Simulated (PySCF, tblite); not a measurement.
# C8H14BN: geometry, infrared bands and NMR shifts

Wanted: the infrared bands and NMR shifts of C8H14BN (`C=CCC#[N+][BH2-]CCC=C`), by calculation.

Computed with tblite 0.8.0 and PySCF 2.14.0, with density-fitted response routines of our own, on a single molecule in the gas phase. Atoms count from 0, in the outputs and in this text.

## Step 1: The starting structure

24 atoms, charge 0, multiplicity 1; geometry from: force field or distance geometry start.

Bonds of the start (Å): C0–C1 1.33, C1–C2 1.51, C2–C3 1.48, C3–N4 1.15, N4–B5 1.49, B5–C6 1.62, C6–C7 1.53, C7–C8 1.51, C8–C9 1.33, C0–H10 1.08, C0–H11 1.08, C1–H12 1.09, C2–H13 1.11, C2–H14 1.10, B5–H15 1.20, B5–H16 1.20, C6–H17 1.10, C6–H18 1.10, C7–H19 1.11, C7–H20 1.12, C8–H21 1.08, C9–H22 1.09, C9–H23 1.09.

## Step 2: Geometry optimisation with GFN2-xTB

What the job is given:

```
{"job": {"kind": "relax", "xc": "GFN2-xTB", "basis": "xTB"}, "charge": 0, "multiplicity": 1}
C      2.424600    -1.468800    -1.097900
C      1.912400    -2.124100    -0.058400
C      1.951300    -1.553100     1.339600
C      1.032800    -0.395000     1.418300
N      0.314000     0.500400     1.498300
B     -0.617100     1.661900     1.557200
C     -1.075200     2.095400     0.069700
C     -2.212400     1.231200    -0.477300
C     -1.788100    -0.196100    -0.751600
C     -0.957300    -0.500100    -1.741300
H      2.841500    -0.477000    -0.980400
H      2.388500    -1.918100    -2.082900
H      1.501000    -3.121400    -0.187600
H      1.618200    -2.321500     2.061500
H      2.969600    -1.221500     1.601100
H     -1.560600     1.375400     2.238100
H     -0.048900     2.580600     2.080600
H     -1.428100     3.139700     0.120500
H     -0.203800     2.070000    -0.608500
H     -3.062600     1.224500     0.242300
H     -2.595000     1.684700    -1.422000
H     -2.202300    -0.988500    -0.138600
H     -0.532900     0.281100    -2.373800
H     -0.681300    -1.540000    -1.922200
```

Command:

```
$ OMP_NUM_THREADS=1 python probes_run.py task.json out
```

One launch serves the whole session: the jobs run in the order shown.

**Question.** This job is followed by: GFN2-xTB harmonic vibrations, gas phase; GIAO PBE0/pcSseg-1 NMR shielding, non-relativistic, gas phase. What will the session give for the following? strongest single infrared mode (GFN2-xTB); zero-point energy (GFN2-xTB); 13C shifts against TMS (PBE0/pcSseg-1); 1H shifts against TMS (PBE0/pcSseg-1, means over atoms taken as alike); 15N shifts against NH3 (PBE0/pcSseg-1); 11B shifts against BF3·OEt2 (PBE0/pcSseg-1); surface potential, 1st and 99th percentile.

**Answer**, as computed:

```
                                                              quantity                                                           value
                             strongest single infrared mode (GFN2-xTB)                                           2442 cm⁻¹, 216 km/mol
                                          zero-point energy (GFN2-xTB)                                                  124.1 kcal/mol
                                13C shifts against TMS (PBE0/pcSseg-1)         154.8, 133.8, 131.2, 117.6, 117.2, 43.5, 28.3, 25.4 ppm
1H shifts against TMS (PBE0/pcSseg-1, means over atoms taken as alike)  6.63, 6.06, 5.76, 5.74, 5.30, 4.88, 3.34, 2.38, 2.04, 0.75 ppm
                                15N shifts against NH3 (PBE0/pcSseg-1)                                                       242.7 ppm
                           11B shifts against BF3·OEt2 (PBE0/pcSseg-1)                                                       -34.1 ppm
                                 surface potential, 1st and 99th percentile                                              -1.38 V and 1.77 V
```

What this shows: The optimisation took 164 steps and gained 0.258 eV; among the close pairs (by a distance rule), C2–C3 changed most, from 1.480 to 1.437 Å. The lowest mode is slightly imaginary (18i cm⁻¹), a soft motion within the noise of the Hessian, so the minimum is not strictly shown. The strongest single mode, at 2442 cm⁻¹, moves mainly H15. Unscaled tight-binding wavenumbers are off by several per cent, some by more. Its intensities can rank the bands wrongly. At PBE0/pcSseg-1: Shielding is most anisotropic at N4 (span 438 ppm, paramagnetic term -306 ppm). By nearest atom (PBE0/pcSseg-1), the HOMO sits on C9 28 %; C8 20 % and the LUMO on C0, C1, C3 about 18 % each; N4 15 %.
